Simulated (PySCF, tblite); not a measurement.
# C3H10B2O: infrared bands and NMR shifts

Aim: predict the infrared bands and NMR shifts of C3H10B2O (`BCBOCC`).

Programs: tblite 0.8.0 and PySCF 2.14.0, with density-fitted response routines of our own. Each step states its level of theory. These are calculated values for one molecule in the gas phase, unless marked as measured. Atoms are numbered from 0 throughout.

**1. The starting structure**

16 atoms, charge 0, multiplicity 1; geometry from: GFN2-xTB.

Bonds of the start (Å): B0–C1 1.56, C1–B2 1.61, B2–O3 1.32, O3–C4 1.41, C4–C5 1.52, B0–H6 1.17, B0–H7 1.17, C1–H8 1.09, C1–H9 1.09, B2–H10 1.17, C4–H11 1.09, C4–H12 1.10, C5–H13 1.09, C5–H14 1.09, C5–H15 1.09.

**2. Vibrational analysis with GFN2-xTB**

The job: settings as JSON, then the geometry in Å.

```
{"job": {"kind": "ir", "xc": "GFN2-xTB", "basis": "xTB"}, "charge": 0, "multiplicity": 1}
B      2.242125    -0.511514    -0.902967
C      1.336038    -1.204941     0.154642
B      0.820985    -0.054606     1.159986
O     -0.163955     0.794168     0.918213
C     -0.953554     0.887681    -0.248206
C     -2.405799     0.548480     0.069414
H      3.369409    -0.303756    -0.664467
H      1.804240    -0.150598    -1.929703
H      1.879275    -1.936318     0.749391
H      0.469032    -1.695658    -0.288671
H      1.325625     0.091136     2.210812
H     -0.569401     0.225345    -1.030575
H     -0.880782     1.923581    -0.600074
H     -2.787953     1.219328     0.834389
H     -3.011943     0.649039    -0.826694
H     -2.480942    -0.472423     0.436444
```

**Question.** This job is followed by: GIAO PBE0/pcSseg-1 NMR shielding, non-relativistic, gas phase. What will the session give for the following? strongest single infrared mode (GFN2-xTB); zero-point energy (GFN2-xTB); 13C shifts against TMS (PBE0/pcSseg-1); 1H shifts against TMS (PBE0/pcSseg-1, means over atoms taken as alike); 11B shifts against BF3·OEt2 (PBE0/pcSseg-1); 17O shifts against H2O (PBE0/pcSseg-1).

As calculated:

| quantity | value |
| --- | --- |
| strongest single infrared mode (GFN2-xTB) | 1360 cm⁻¹, 270 km/mol |
| zero-point energy (GFN2-xTB) | 81.2 kcal/mol |
| 13C shifts against TMS (PBE0/pcSseg-1) | 67.2, 44.1, 20.6 ppm |
| 1H shifts against TMS (PBE0/pcSseg-1, means over atoms taken as alike) | 7.85, 5.27, 4.53, 2.77, 1.39 ppm |
| 11B shifts against BF3·OEt2 (PBE0/pcSseg-1) | 83.1, 43.7 ppm |
| 17O shifts against H2O (PBE0/pcSseg-1) | 236.5 ppm |

**Reading.** The lowest mode is slightly imaginary (18i cm⁻¹), a soft motion within the noise of the Hessian, so the minimum is not strictly shown. The strongest single mode, at 1360 cm⁻¹, is carried by B2, O3, H12. Unscaled tight-binding wavenumbers are off by several per cent, some by more. Its intensities can rank the bands wrongly. The most deshielded carbon is C4 (sp3 CH2 bonded to O), at 67.2 ppm: pulled downfield by the heteroatom. At PBE0/pcSseg-1: The widest tensor belongs to O3: span 442 ppm, with a paramagnetic part of -296 ppm.
